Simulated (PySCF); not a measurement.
**LiGa under other conditions**

One physical setting of the base script is moved in each run, with the edits that it forces.

Method: each script names its method and basis; program: PySCF 2.14.0.

1 further run of the same task is left out (it didn't finish).

### Step 1. Starting geometry

LiGa: 2 atoms, charge 0, spin multiplicity 1.

Bond lengths: Li1–Ga2 2.365 Å.

### Step 2. Base script

Input file input.py:

```python
from pyscf import gto, dft

mol = gto.M(
    atom='Li 0 0 0; Ga 0 0 2.365',
    basis='ano-rcc-vdzp',
    charge=0,
    spin=0,
    verbose=4,
)
mf = dft.UKS(mol, xc='b3lyp')
mf = mf.sfx2c1e()
mf = mf.density_fit(auxbasis='def2-universal-jkfit')
mf.kernel()
g = mf.nuc_grad_method()
g.grid_response = True
g.kernel()
mf.dip_moment()
print('orbital energies (hartree):', [e[max(0, n-3):n+3].round(4) for e, n in zip(mf.mo_energy, mol.nelec)])
```

The run is started by

```bash
$ python input.py
```

Its log is not repeated here.

It gives: E(SCF) = -1951.398266 Eh, 8 cycles, μ = 1.80 D, gradient on the second atom -0.0370 Eh/bohr.

The bond length is a typed value, not an optimised one.

### Step 3. Electric field 0.05 a.u.

Variant 1 changes electric field: none → 0.05 a.u.; step after the SCF: gradient → analyze.

Input file input.py:

```python
from pyscf import gto, dft

mol = gto.M(
    atom='Li 0 0 0; Ga 0 0 2.365',
    basis='ano-rcc-vdzp',
    charge=0,
    spin=0,
    verbose=4,
)
mf = dft.UKS(mol, xc='b3lyp')
mf = mf.sfx2c1e()
mf = mf.density_fit(auxbasis='def2-universal-jkfit')
field = 0.05  # electric field along z, atomic units
h = mf.get_hcore() + field*mol.intor('int1e_r')[2]
mf.get_hcore = lambda *args: h
e_nuc = mol.energy_nuc() - field*mol.atom_charges() @ mol.atom_coords()[:, 2]
mf.energy_nuc = lambda *args: e_nuc
mf.kernel()
mf.analyze()
print('orbital energies (hartree):', [e[max(0, n-3):n+3].round(4) for e, n in zip(mf.mo_energy, mol.nelec)])
```

The run is started by

```bash
$ python input.py
```

### Step 4. Triplet

Variant 2 changes spin (2S): 0 → 2.

Changes to input.py since step 2:

```diff
@@ -6,3 +6,3 @@
     charge=0,
-    spin=0,
+    spin=2,
     verbose=4,
```

### Step 5. Electric field 0.005 a.u.

Variant 3 changes electric field: none → 0.005 a.u.; step after the SCF: gradient → analyze.

Input file input.py:

```python
from pyscf import gto, dft

mol = gto.M(
    atom='Li 0 0 0; Ga 0 0 2.365',
    basis='ano-rcc-vdzp',
    charge=0,
    spin=0,
    verbose=4,
)
mf = dft.UKS(mol, xc='b3lyp')
mf = mf.sfx2c1e()
mf = mf.density_fit(auxbasis='def2-universal-jkfit')
field = 0.005  # electric field along z, atomic units
h = mf.get_hcore() + field*mol.intor('int1e_r')[2]
mf.get_hcore = lambda *args: h
e_nuc = mol.energy_nuc() - field*mol.atom_charges() @ mol.atom_coords()[:, 2]
mf.energy_nuc = lambda *args: e_nuc
mf.kernel()
mf.analyze()
print('orbital energies (hartree):', [e[max(0, n-3):n+3].round(4) for e, n in zip(mf.mo_energy, mol.nelec)])
```

### Step 6. Bond 2.436 Å

Variant 4 changes bond length: 2.365 Å → 2.436 Å.

Changes to input.py since step 2:

```diff
@@ -3,3 +3,3 @@
 mol = gto.M(
-    atom='Li 0 0 0; Ga 0 0 2.365',
+    atom='Li 0 0 0; Ga 0 0 2.436',
     basis='ano-rcc-vdzp',
```

**Question.** What will these runs give? Wanted: for each run, E(SCF); from base; gap, α spin; SCF dipole.

As calculated:

```tsv
run	E(SCF) (hartree)	from base (eV)	cycles	gap, α spin (eV)	SCF dipole (D)
base	-1951.398266	0	8	1.33	1.80
electric field 0.05 a.u.	-1951.629027	-6.2793	9	1.97	24.72
triplet	-1951.400719	-0.0668	9	1.24	3.05
electric field 0.005 a.u.	-1951.397241	+0.0279	9	1.35	0.78
bond 2.436 Å	-1951.402710	-0.1209	8	1.39	1.78
```

Of the runs whose energies can be compared, “electric field 0.05 a.u.” moves the SCF energy most (-6.279 eV). The triplet solution found lies 0.07 eV below the base singlet at this geometry and level, so the base is not the lowest spin state.
